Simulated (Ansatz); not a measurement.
# AlCl2H2N: the cost of one run

All numbers below are computed with Ansatz 0.2.0 (RKS PBE0-D4/def2-SVP).

## Step 1: Starting point

Bond lengths: Al1–N2 1.920 Å, N2–H3 1.060 Å, N2–H4 1.060 Å, Al1–Cl5 2.230 Å, Al1–Cl6 2.230 Å. Angles: Al1–N2–H3 120.0°, Al1–N2–H4 120.0°, H3–N2–H4 120.0°, N2–Al1–Cl5 120.0°, N2–Al1–Cl6 120.0°, Cl5–Al1–Cl6 120.0°.

Structure file:

```xyz
6

Al    0.0000    0.0000    0.0000
N     0.0000    0.0000    1.9200
H    -0.8770   -0.2713    2.4500
H     0.8770    0.2713    2.4500
Cl    1.9312    0.0000   -1.1150
Cl   -1.9312    0.0000   -1.1150
```

## Step 2: Preparing the start

input.yaml

```yaml
crystal:
  periodic: [false, false, false]
  atoms:
    - { symbol: Al, position_ang: [0.0, 0.0, 0.0] }
    - { symbol: "N", position_ang: [0.0, 0.0, 1.92] }
    - { symbol: H, position_ang: [-0.877, -0.2713, 2.45] }
    - { symbol: H, position_ang: [0.877, 0.2713, 2.45] }
    - { symbol: Cl, position_ang: [1.9312, 0.0, -1.115] }
    - { symbol: Cl, position_ang: [-1.9312, 0.0, -1.115] }
basis:
  gaussian: { orbitals: def2-SVP }
hamiltonian:
  xc: pbe0
  dispersion: d4
relax:
  f_tol: 0.02
  max_steps: 40
output:
  orbitals: {}
```

Run with:

```console
$ ansatz run input.yaml --threads 1 --pin off --max-ram 2048MiB --backend cpu --events-out ev --progress --plain --runs-dir out
```

Q: Estimate wall time and peak memory on 1 thread of Intel Xeon 6975P-C (Granite Rapids), shared host.

About 12 s, with a peak of 0.19 GiB.
